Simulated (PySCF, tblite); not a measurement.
# C₆H₈F₃OP: geometry, infrared bands and NMR shifts

Wanted: the infrared bands and NMR shifts of C₆H₈F₃OP (`C=C[P@](=O)(C1CC1)C(F)(F)F`), by calculation.

Computed with tblite 0.8.0 and PySCF 2.14.0, with density-fitted response routines of our own, on a single molecule in the gas phase. Atoms are numbered from 0 throughout.

## 1. The starting structure

19 atoms, charge 0, multiplicity 1; geometry from: force field or distance geometry start.

Bonds of the start (Å): C0–C1 1.36, C1–P2 1.75, P2–O3 1.50, P2–C4 1.84, C4–C5 1.50, C5–C6 1.50, P2–C7 1.76, C7–F8 1.33, C7–F9 1.34, C7–F10 1.34, C6–C4 1.50, C0–H11 1.09, C0–H12 1.07, C1–H13 1.08, C4–H14 1.09, C5–H15 1.10, C5–H16 1.08, C6–H17 1.08, C6–H18 1.09.

## 2. Optimising the geometry with GFN2-xTB

What the job is given:

```
{"job": {"kind": "relax", "xc": "GFN2-xTB", "basis": "xTB"}, "charge": 0, "multiplicity": 1}
C      2.617000    -0.774000     0.493700
C      1.827600    -0.013400    -0.308500
P      0.343300     0.731400     0.244900
O     -0.019800     0.838500     1.699500
C     -0.911900    -0.469600    -0.371600
C     -1.243000    -1.683200     0.447000
C     -2.253700    -0.582400     0.285300
C      0.113200     2.188300    -0.717500
F      1.052200     3.065500    -0.361900
F      0.248800     1.830000    -2.005600
F     -1.128200     2.655300    -0.497100
H      2.333100    -0.953300     1.534300
H      3.520800    -1.218500     0.137300
H      2.144300     0.137000    -1.331100
H     -0.888700    -0.590600    -1.453100
H     -0.766400    -1.787900     1.431900
H     -1.413300    -2.616700    -0.061000
H     -3.121500    -0.787600    -0.332500
H     -2.463600     0.040400     1.158700
```

Command:

```bash
$ OMP_NUM_THREADS=1 python probes_run.py task.json out
```

This one command runs all jobs of the session in turn.

**Question.** This job is followed by: GFN2-xTB harmonic vibrations, gas phase; GIAO PBE0/pcSseg-1 NMR shielding, non-relativistic, gas phase. Predict these results of the whole session: strongest single infrared mode (GFN2-xTB); zero-point energy (GFN2-xTB); 13C shifts against TMS (PBE0/pcSseg-1); 1H shifts against TMS (PBE0/pcSseg-1); 31P shifts against H3PO4 (PBE0/pcSseg-1); 17O shifts against H2O (PBE0/pcSseg-1); 19F shifts against CFCl3 (PBE0/pcSseg-1, means over atoms taken as alike).

**Answer**, as computed:

```
                                                                 quantity                                               value
                                strongest single infrared mode (GFN2-xTB)                               1297 cm⁻¹, 229 km/mol
                                             zero-point energy (GFN2-xTB)                                       81.9 kcal/mol
                                   13C shifts against TMS (PBE0/pcSseg-1)              148.4, 135.7, 132.7, 8.0, 4.1, 1.6 ppm
                                    1H shifts against TMS (PBE0/pcSseg-1)  7.01, 6.89, 6.48, 1.33, 0.93, 0.88, 0.82, 0.76 ppm
                                 31P shifts against H3PO4 (PBE0/pcSseg-1)                                             7.7 ppm
                                   17O shifts against H2O (PBE0/pcSseg-1)                                            45.4 ppm
19F shifts against CFCl3 (PBE0/pcSseg-1, means over atoms taken as alike)                                           -90.9 ppm
```

What this shows: Over 88 steps the energy fell by 0.843 eV; of the close pairs, P2–C7 changed most, 1.761 to 1.893 Å. All 51 modes are real, so the xTB geometry is a minimum. The strongest single mode, at 1297 cm⁻¹, moves mainly O3 and P2. Unscaled tight-binding wavenumbers are off by several per cent, some by more. Its intensities can rank the bands wrongly. C0 (terminal =CH2 carbon) lies farthest downfield among carbon, at 148.4 ppm; an sp2 carbon of a C=C bond. At PBE0/pcSseg-1: The widest tensor belongs to C0: span 273 ppm, with a paramagnetic part of -215 ppm.
